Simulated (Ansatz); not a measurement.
# HfN: the cost of one run

Computed with Ansatz 0.2.0 (DFT LDA, scalar-relativistic, plane waves, PAW, unless a step's input says otherwise).

6 further runs of the same task are left out: 1 that didn't finish, 5 set aside as unsound or not needed.

### Step 1. The starting structure

It takes space group Fm-3m (No. 225, cubic). The conventional cell has a = 4.468 Å, b = 4.468 Å, c = 4.468 Å, α = 90.00°, β = 90.00°, γ = 90.00°. Hf (site symmetry m-3m) is surrounded by 6 N at 2.23 Å. Around N (site symmetry m-3m) lie 6 Hf at 2.23 Å.

Coordinates:

```xyz
2
Lattice="0.0000 2.2340 2.2340 2.2340 0.0000 2.2340 2.2340 2.2340 0.0000" Properties=species:S:1:pos:R:3 pbc="T T T"
Hf    0.0000    0.0000    0.0000
N     2.2340    2.2340    2.2340
```

It is the result of an earlier relaxation at this level (volume 11.15 Å³/atom; gap on the mesh: none (metal)).

### Step 2. What is varied

The energy is mapped over two normal modes frozen in (zone-centre modes of the cell shown, which folds in the wave vector (0, 1/2, 1/2) of the primitive cell).

First coordinate, amplitude of mode 4 (150 cm⁻¹), largest displacement: 7 values from −0.063 Å. Second coordinate, amplitude of mode 11 (519 cm⁻¹), largest displacement: 7 values from −0.065 Å.

Nothing else is relaxed (the cell and all other modes fixed). Energies count from the relaxed high-symmetry cell. Points are written as (first, second).

The modes come from a phonon run on the reference cell, made beforehand.

The patterns, per unit of each coordinate (Å):

```csv
atom,x1,y1,z1,x2,y2,z2
Hf1,0.000,1.000,0.000,0.000,0.043,0.000
Hf2,0.000,-1.000,0.000,0.000,-0.043,0.000
N3,0.000,-0.554,0.000,0.000,1.000,0.000
N4,0.000,0.554,0.000,0.000,-1.000,0.000
```

### Step 3. The run at (−0.021 Å, −0.065 Å)

Contents of input.yaml:

```yaml
crystal:
  lattice:
    - [0.0, -2.2339756809, -2.2339756809]
    - [0.0, 2.2339756809, -2.2339756809]
    - [4.4679513618, 0.0, 0.0]
  atoms:
    - { symbol: Hf, position: [0.505332615, 0.494667385, 0.5] }
    - { symbol: Hf, position: [-0.005332615, 0.005332615, 0.0] }
    - { symbol: "N", position: [0.5119441949, 0.4880558051, 0.0] }
    - { symbol: "N", position: [-0.0119441949, 0.0119441949, 0.5] }
basis:
  ecutwfc: 520.0
kpoints:
  mp_grid: { grid: [14, 14, 10] }
hamiltonian:
  xc: lda
  pseudopotentials: { kind: paw, azcp: { folder: soft_1 } }
scf:
  occupations: { method: gaussian, width: 0.15 }
output:
  forces: true
  stress: true
  eigenvalues: true
```

On the command line:

```bash
$ ansatz run input.yaml --threads 2 --pin off --max-ram 4096MiB --backend cpu --events-out ev --progress --plain --runs-dir out
```

**Question.** How long does this run take on 2 threads of Arm Neoverse N1, shared host, and how much memory does it need?

About 38 s, with a peak of 0.74 GiB.
